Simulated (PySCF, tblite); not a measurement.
# Ge₁₅H₂₄: electronic excitations

What do calculations give for the electronic excitations of Ge₁₅H₂₄?

Computed with tblite 0.8.0 and PySCF 2.14.0 and routines of our own; the level stands in each step. Atoms count from 0.

## Step 1: The system as given

39 atoms, charge 0, multiplicity 1; geometry from: force field, distance geometry or constructed start.

## Step 2: Relaxing the molecule with GFN2-xTB

Job settings and geometry (Å):

```
{"job": {"kind": "relax", "xc": "GFN2-xTB", "basis": "xTB"}, "charge": 0, "multiplicity": 1}
Ge    -2.252000     1.123500    -1.697700
Ge    -2.260100    -3.491800     1.563600
Ge    -2.251700    -3.496700    -0.878500
Ge    -2.257600     3.439600    -0.885700
Ge     1.742900     1.124100    -1.692700
Ge    -0.259800    -0.030100     1.567900
Ge    -0.256400    -0.027900    -0.882800
Ge    -0.253100    -2.336800    -1.694600
Ge     1.746600    -3.496500     1.570100
Ge     1.741100    -3.495200    -0.877900
Ge     1.741800     1.124100     2.385100
Ge    -0.259000    -2.341500     2.387200
Ge    -0.259900     4.590800    -1.691100
Ge     1.746100     3.434600     1.567800
Ge     1.741700     3.440300    -0.879300
H     -2.258800     1.125900    -3.219800
H     -3.505700     0.406000    -1.185200
H     -3.507200    -2.776600     2.079500
H     -2.257500    -4.935100     2.083000
H     -3.503300    -2.772300    -1.386800
H     -2.259200    -4.933100    -1.388000
H     -3.507000     4.157900    -1.389700
H     -2.253500     3.439800     0.657100
H      1.739700     1.121000    -3.227600
H      2.993700     0.406700    -1.185200
H     -1.511800     0.690700     2.083000
H     -0.255800    -2.337200    -3.226800
H      2.992600    -2.772600     2.081700
H      1.744500    -4.936500     2.078500
H      2.994300    -2.772800    -1.386100
H      1.747500    -4.936300    -1.390600
H      2.991300     0.405400     1.877400
H      1.742900     1.125400     3.915300
H     -0.254400    -2.340800     3.920900
H     -0.255300     6.034400    -1.189400
H     -0.256000     4.592300    -3.229000
H      2.992400     4.156500     2.076400
H      0.495600     4.158900     2.077900
H      2.994300     4.152500    -1.389600
```

Command:

```
> OMP_NUM_THREADS=2 python large_run.py task.json out
```

The driver reads the jobs from task.json and runs them one after another.

The program printed:

```text
step      E/eV     max force
  0   -1123.79129    0.793
  1   -1123.86444    0.578
  2   -1124.03115    0.439
  3   -1124.06381    0.395
  4   -1124.14164    0.220
  5   -1124.14614    0.149
  6   -1124.15329    0.117
  7   -1124.15645    0.137
  8   -1124.15961    0.152
  9   -1124.16173    0.120
 10   -1124.16474    0.129
 11   -1124.16814    0.161
 12   -1124.17202    0.160
 13   -1124.17544    0.120
 14   -1124.17781    0.084
 15   -1124.17912    0.073
 16   -1124.17990    0.063
 17   -1124.18054    0.044
 18   -1124.18119    0.044
 19   -1124.18193    0.054
 20   -1124.18284    0.068
 21   -1124.18403    0.073
 22   -1124.18542    0.067
 23   -1124.18663    0.057
 24   -1124.18745    0.054
 25   -1124.18802    0.047
 26   -1124.18856    0.045
 27   -1124.18911    0.052
 28   -1124.18960    0.047
 29   -1124.19004    0.045
 30   -1124.19047    0.040
 31   -1124.19091    0.040
 32   -1124.19134    0.034
 33   -1124.19175    0.038
 34   -1124.19215    0.039
 35   -1124.19255    0.036
 36   -1124.19293    0.035
 37   -1124.19324    0.030
 38   -1124.19349    0.031
 39   -1124.19373    0.026
 40   -1124.19397    0.034
 41   -1124.19421    0.038
 42   -1124.19446    0.032
 43   -1124.19471    0.030
 44   -1124.19494    0.028
 45   -1124.19512    0.025
 46   -1124.19528    0.027
 47   -1124.19546    0.023
 48   -1124.19567    0.031
 49   -1124.19590    0.032
 50   -1124.19612    0.032
 51   -1124.19636    0.031
 52   -1124.19661    0.029
 53   -1124.19687    0.033
 54   -1124.19712    0.039
 55   -1124.19736    0.038
 56   -1124.19760    0.029
 57   -1124.19785    0.027
 58   -1124.19808    0.029
 59   -1124.19830    0.032
 60   -1124.19854    0.029
 61   -1124.19884    0.033
 62   -1124.19916    0.034
 63   -1124.19943    0.032
 64   -1124.19966    0.026
 65   -1124.19985    0.024
 66   -1124.20006    0.024
 67   -1124.20029    0.030
 68   -1124.20055    0.035
 69   -1124.20086    0.037
 70   -1124.20123    0.038
 71   -1124.20164    0.042
 72   -1124.20205    0.035
 73   -1124.20238    0.028
 74   -1124.20261    0.020
```

Wall time 4.7 s (2 threads of Arm Neoverse V1, shared host); peak memory 0.16 GiB.

Along the way:

```
step  energy from step 0 (eV)  largest force (eV/Å)
   0                   0.0000                0.7936
   1                  -0.0732                0.5780
   2                  -0.2399                0.4389
   3                  -0.2725                0.3946
   4                  -0.3504                0.2197
   5                  -0.3549                0.1485
   6                  -0.3620                0.1172
   7                  -0.3652                0.1372
   8                  -0.3683                0.1511
  13                  -0.3842                0.1195
  19                  -0.3906                0.0540
  24                  -0.3962                0.0536
  30                  -0.3992                0.0397
  36                  -0.4016                0.0348
  41                  -0.4029                0.0381
  47                  -0.4042                0.0226
  53                  -0.4056                0.0328
  58                  -0.4068                0.0293
  64                  -0.4084                0.0252
  70                  -0.4099                0.0387
  71                  -0.4104                0.0412
  72                  -0.4108                0.0342
  73                  -0.4111                0.0278
  74                  -0.4113                0.0198
```

Close pairs (by a distance rule), those that changed most:

```
     bond  before (Å)  after (Å)  change (Å)
  Ge0–Ge3       2.454      2.408      -0.046
 Ge3–Ge12       2.442      2.399      -0.044
Ge10–Ge13       2.451      2.408      -0.042
Ge12–Ge14       2.447      2.414      -0.034
  Ge5–Ge6       2.451      2.484      +0.034
  Ge8–Ge9       2.448      2.414      -0.034
 Ge8–Ge11       2.454      2.423      -0.031
  Ge1–Ge2       2.442      2.413      -0.030
```

The next job starts from the end point, and lists it.

## Step 3: Electronic excitations: TDDFT PBE/def2-SVP

Job settings and geometry (Å):

```
{"job": {"kind": "uv", "basis": "def2-SVP", "grid": 1, "kgrid": 0, "vcut": null, "nstates": 6, "ntriplets": 2, "tda": false, "delta": ["ip_vertical"], "pop": true, "xc": "PBE"}, "charge": 0, "multiplicity": 1}
Ge    -2.260971     1.137677    -1.578874
Ge    -2.253562    -3.513726     1.529806
Ge    -2.243835    -3.519085    -0.882752
Ge    -2.244254     3.478111    -1.013248
Ge     1.683670     1.213423    -1.721394
Ge    -0.149006    -0.128340     1.507190
Ge    -0.241344    -0.098730    -0.975263
Ge    -0.224328    -2.452904    -1.711104
Ge     1.721862    -3.575612     1.576570
Ge     1.764190    -3.548270    -0.837394
Ge     1.624524     1.234171     2.444461
Ge    -0.254454    -2.415713     2.364955
Ge    -0.267712     4.671132    -1.663612
Ge     1.864683     3.441031     1.510507
Ge     1.703377     3.502143    -0.906447
H     -2.538186     0.974430    -3.065240
H     -3.487113     0.479050    -0.963963
H     -3.499236    -2.838457     2.068555
H     -2.380807    -4.920561     2.086819
H     -3.476057    -2.825006    -1.428735
H     -2.397795    -4.927606    -1.427332
H     -3.518785     4.170116    -1.452391
H     -2.335327     3.578203     0.499318
H      1.834089     1.146164    -3.234278
H      2.957468     0.501101    -1.272121
H     -1.465054     0.539605     1.957419
H     -0.217114    -2.498090    -3.246244
H      2.984142    -2.937695     2.124589
H      1.825326    -4.996505     2.098630
H      3.004808    -2.853524    -1.365250
H      1.903232    -4.942395    -1.420269
H      2.926560     0.478900     2.221581
H      1.553476     1.268978     3.959914
H     -0.249046    -2.408411     3.899128
H     -0.299032     6.094491    -1.141682
H     -0.211986     4.870799    -3.167047
H      3.130067     4.109844     2.014948
H      0.782837     4.338811     2.093913
H      2.944643     4.192605    -1.485400
```

Method: TDDFT PBE/def2-SVP, vertical, gas phase, core orbitals frozen in the response.

The program printed:

```text
start: PBE on a coarse grid of 160540 points
cycle   1  E = -31160.7779774043  dE = -7.653e+00  |g| = 1.764e+00  |ddm| = 6.968e+00
cycle   2  E = -31160.5859644674  dE =  1.920e-01  |g| = 2.164e+00  |ddm| = 2.311e+00
cycle   3  E = -31161.0297330132  dE = -4.438e-01  |g| = 2.402e-01  |ddm| = 1.715e+00
cycle   4  E = -31161.0513461354  dE = -2.161e-02  |g| = 5.627e-02  |ddm| = 4.734e-01
cycle   5  E = -31161.0522570321  dE = -9.109e-04  |g| = 2.741e-02  |ddm| = 1.223e-01
cycle   6  E = -31161.0524748659  dE = -2.178e-04  |g| = 4.960e-03  |ddm| = 4.636e-02
final grid: 160540 points
cycle   7  E = -31161.0524588122  dE =  1.605e-05  |g| = 8.454e-03  |ddm| = 2.107e-02
cycle   8  E = -31161.0524126019  dE =  4.621e-05  |g| = 1.636e-02  |ddm| = 3.811e-02
cycle   9  E = -31161.0524849818  dE = -7.238e-05  |g| = 1.912e-03  |ddm| = 2.687e-02
cycle  10  E = -31161.0524972362  dE = -1.225e-05  |g| = 3.542e-04  |ddm| = 3.276e-03
cycle  11  E = -31161.0524904079  dE =  6.828e-06  |g| = 7.981e-05  |ddm| = 6.093e-04
converged SCF energy = -31161.0524904079
Vertical ionisation energy (delta-SCF) = 7.6741 eV   <S^2> = 0.751

Static polarisability (au): isotropic 496.328, principal 410.614 469.606 608.763

Singlet excitations
state   eV       nm        f      main configurations
  1   4.0436    306.6   0.00329   H->L 0.97
  2   4.1936    295.7   0.00288   H-1->L 0.98
  3   4.3069    287.9   0.00169   H->L+1 0.64, H-2->L 0.32
  4   4.3494    285.1   0.01359   H-2->L 0.62, H->L+1 0.26
  5   4.4737    277.1   0.03251   H-3->L 0.74, H->L+2 0.09
  6   4.5431    272.9   0.00722   H-4->L 0.56, H-1->L+1 0.32

Triplet excitations (Tamm-Dancoff, eV): 3.8307 4.0447
```

Wall time 71 s (2 threads of Arm Neoverse V1, shared host); peak memory 1.6 GiB.

Frontier orbitals and where they lie:

```
orbital     eV                          atoms
 HOMO−4  -6.68  Ge8 28 %, Ge11 22 %, Ge9 14 %
 HOMO−3  -6.56   Ge1 11 %, Ge13 10 %, Ge2 9 %
 HOMO−2  -6.40   Ge6 24 %, Ge5 20 %, Ge7 10 %
 HOMO−1  -6.29    Ge0 16 %, Ge6 15 %, Ge5 8 %
   HOMO  -6.10   Ge7 13 %, Ge6 12 %, Ge4 12 %
   LUMO  -2.16   Ge6 12 %, Ge7 10 %, Ge5 10 %
 LUMO+1  -1.86   Ge6 16 %, Ge0 14 %, Ge5 11 %
 LUMO+2  -1.58   Ge6 14 %, Ge4 12 %, Ge5 11 %
 LUMO+3  -1.42    Ge2 11 %, Ge9 10 %, Ge1 9 %
```

With each of the 6 states as a Gaussian band of 0.4 eV half-width at 1/e, the curve within the window shown has maxima at 280 nm (ε 2,300) L/(mol cm). Beyond the last state computed it falls off for lack of states. The curve at chosen wavelengths:

(nm, ε (L/mol/cm)): (256, 870), (260, 1198), (264, 1537), (268, 1847), (273, 2140), (277, 2268), (281, 2292), (285, 2220), (289, 2070), (293, 1865), (298, 1568), (302, 1326), (306, 1095), (310, 887), (314, 705), (318, 552), (323, 399), (327, 304), (331, 229), (335, 171), (339, 127), (343, 93), (348, 63), (352, 45), (356, 33), (360, 23)

Ground-state properties from the same run:

```
           property  computed
  dipole moment (D)      0.09
polarisability (Å³)     73.55
 HOMO–LUMO gap (eV)      3.94
      −ε(HOMO) (eV)      6.10
```

## Step 4: Summary of results

| quantity | value |
| --- | --- |
| lowest singlet (PBE/def2-SVP) | 4.04 eV (307 nm), f = 0.003 |
| brightest single state of those computed | state 5, 4.47 eV, f = 0.033 |
| lowest triplet | 3.83 eV |

What this shows: The first singlet state (HOMO→LUMO 0.97) lies at 4.04 eV and is weak; of the 6 states computed, the strongest absorption comes from state 5 at 4.47 eV. The lowest triplet lies 0.21 eV below the lowest singlet (triplets in Tamm-Dancoff, singlets in full TDDFT).
